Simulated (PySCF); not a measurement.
# CH3AlCl2: the cost of one run

Computed with PySCF 2.14.0; each step states its level. No surroundings beyond the atoms listed, unless a continuum is named. Atoms count from 0, parts from 1.

## (1) The system as given

Each species was relaxed by itself at PBE0-D3(BJ)/def2-SVPD.

## (2) Energies of the species: wB97M-D3(BJ)/def2-TZVPD

Job settings and geometry (Å):

```
{"job": {"kind": "react", "xc": "wB97M-D3(BJ)", "basis": "def2-TZVPD"}, "charge": 0, "multiplicity": 1}
-1 CH3AlCl2 charge 0 multiplicity 1
C      0.292000    -0.058500     0.930430
Al    -0.266460     0.069440    -0.912060
Cl    -2.047900     1.054110    -1.465500
Cl     0.842760    -0.787260    -2.488100
H      0.085960     0.876380     1.473240
H     -0.269520    -0.858160     1.440130
H      1.362670    -0.292710     1.018590

-1 ClH charge 0 multiplicity 1
Cl     0.644720     0.000120     0.000840
H     -0.643500     0.001780     0.000050

+1 AlCl3 charge 0 multiplicity 1
Cl     1.815030     0.231680    -1.052820
Al     0.034680    -0.013100     0.006810
Cl    -1.297840     1.581320     0.192440
Cl    -0.414390    -1.854860     0.877780

+1 CH4 charge 0 multiplicity 1
C      0.000440     0.000770     0.001680
H     -0.607760    -0.824060    -0.389620
H     -0.455400     0.957550    -0.281470
H      0.052460    -0.070040     1.095150
H      1.012420    -0.060310    -0.417280
```

With the program's defaults for keys left out, this is: wB97M-D3(BJ)/def2-TZVPD reaction energy of separated species, gas phase.

Launch:

```
$ OMP_NUM_THREADS=1 python cluster_run.py task.json out
```

This one command runs all jobs of the session in turn.

Q: Estimate the wall time and peak memory of this first job on 1 thread of Arm Neoverse N1, shared host.

About 39 s, with a peak of 0.7 GiB.
